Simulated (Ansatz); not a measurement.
# CH₆F₂N₂Si: one species, many methods

How much do the methods differ for CH₆F₂N₂Si? The plan is to run it at one geometry with functionals of several rungs and with coupled cluster, and see how far each lands from CCSD(T) at the basis-set limit for the atomisation energy.

The runs use Ansatz 0.2.0, Gaussian basis; functionals in def2-TZVPP, the program's frozen cores in correlated methods.

The runs, in order: PBE-D4, r2SCAN-D4, PBE0-D4, B3LYP-D4, ωB97X-V, ωB97M-V, B2PLYP; CCSD(T)/def2-TZVPP; MP2/def2-QZVPP; extrapolation to the limit.

## Step 1: The geometry

The geometry comes from an earlier relaxation with PBE0-D4 in a triple-zeta def2 set; it is a stationary point, not always the lowest conformer.

12 atoms, charge 0, spin multiplicity 1.

Atoms are counted from 1 here; the program's logs count them from 0.

Bond lengths: C1–N2 1.449 Å, C1–H7 1.094 Å, C1–H8 1.096 Å, C1–H9 1.090 Å, N2–Si3 1.682 Å, N2–H10 1.007 Å, Si3–N4 1.685 Å, Si3–F5 1.593 Å, Si3–F6 1.593 Å, N4–H11 1.006 Å, N4–H12 1.005 Å. Angles: N2–C1–H7 111.0°, N2–C1–H8 112.7°, N2–C1–H9 109.5°, H7–C1–H8 108.2°, H7–C1–H9 107.4°, H8–C1–H9 107.8°, C1–N2–Si3 126.7°, C1–N2–H10 114.2°, Si3–N2–H10 117.1°, N2–Si3–N4 110.1°, N2–Si3–F5 105.7°, N2–Si3–F6 116.6°, N4–Si3–F5 116.5°, N4–Si3–F6 104.8°, F5–Si3–F6 103.4°, Si3–N4–H11 121.1°, Si3–N4–H12 121.8°, H11–N4–H12 112.6°.

Geometry (Å):

| atom | x (Å) | y (Å) | z (Å) |
| --- | --- | --- | --- |
| C1 | 0.89949 | 0.39577 | 1.67670 |
| N2 | 0.42248 | -0.36055 | 0.53632 |
| Si3 | -0.71355 | 0.13969 | -0.59910 |
| N4 | -0.51691 | -0.72359 | -2.03285 |
| F5 | -0.55960 | 1.72210 | -0.69427 |
| F6 | -2.24543 | -0.05888 | -0.20981 |
| H7 | 1.98037 | 0.28155 | 1.79935 |
| H8 | 0.41489 | 0.09854 | 2.61316 |
| H9 | 0.69897 | 1.45599 | 1.51992 |
| H10 | 0.62351 | -1.34642 | 0.58094 |
| H11 | -1.29446 | -0.89481 | -2.64722 |
| H12 | 0.36734 | -0.76449 | -2.50914 |

## Step 2: PBE-D4 (GGA)

Contents of in.yaml:

```yaml
crystal:
  periodic: [false, false, false]
  atoms:
    - {symbol: C, position_ang: [0.899488, 0.395767, 1.676701]}
    - {symbol: N, position_ang: [0.422485, -0.360552, 0.536318]}
    - {symbol: Si, position_ang: [-0.713551, 0.139692, -0.599103]}
    - {symbol: N, position_ang: [-0.516912, -0.723587, -2.032850]}
    - {symbol: F, position_ang: [-0.559596, 1.722096, -0.694271]}
    - {symbol: F, position_ang: [-2.245433, -0.058877, -0.209806]}
    - {symbol: H, position_ang: [1.980373, 0.281549, 1.799354]}
    - {symbol: H, position_ang: [0.414892, 0.098545, 2.613163]}
    - {symbol: H, position_ang: [0.698966, 1.455985, 1.519916]}
    - {symbol: H, position_ang: [0.623511, -1.346416, 0.580939]}
    - {symbol: H, position_ang: [-1.294462, -0.894813, -2.647218]}
    - {symbol: H, position_ang: [0.367339, -0.764489, -2.509144]}
basis:
  gaussian: {orbitals: def2-TZVPP}
hamiltonian: {xc: pbe, dispersion: d4}
output: {forces: true, orbitals: {seedname: orbitals}}
```

Launch:

```sh
> ansatz run in.yaml --threads 4 --pin off --events-out ev --progress --plain --max-ram 10444MiB
```

After this run come: r2SCAN-D4 (meta-GGA); PBE0-D4 (hybrid); B3LYP-D4 (hybrid); ωB97X-V (range-separated); ωB97M-V (range-separated); B2PLYP (double hybrid); CCSD(T) in def2-TZVPP; MP2 in def2-QZVPP.

**Question.** What will the summary of the whole plan be? Wanted: atomisation energy, CCSD(T)/CBS; farthest; mean size of error, hybrid; mean size of error, range-separated; gap, smallest and largest; T1 diagnostic; triples share of the correlation energy.

The runs gave:

| quantity | value |
| --- | --- |
| atomisation energy, CCSD(T)/CBS | 1136.9 kcal/mol |
| functionals within 5.7 kcal/mol (0.5 %) | B3LYP-D4, ωB97X-V, ωB97M-V |
| farthest | PBE-D4 (+14.6 kcal/mol) |
| mean size of error, hybrid | 6.2 kcal/mol |
| mean size of error, range-separated | 1.1 kcal/mol |
| gap, smallest and largest | 5.80 eV (PBE-D4), 12.45 eV (ωB97X-V) |
| T1 diagnostic | 0.0104 |
| triples share of the correlation energy | 3.2 % |

**Reading.** PBE-D4 misses by +14.6 kcal/mol. Double hybrids carry the basis error of their MP2 part in triple zeta, and no dispersion term here, so their miss is partly the set-up's. Misses under about 5.7 kcal/mol are within the doubt on the reference itself, which lacks core-valence correlation, relativity and higher excitations. Hartree-Fock recovers 71 % of the binding; the rest is correlation. Orbital gaps span 5.8 to 12.4 eV; exact exchange widens them.
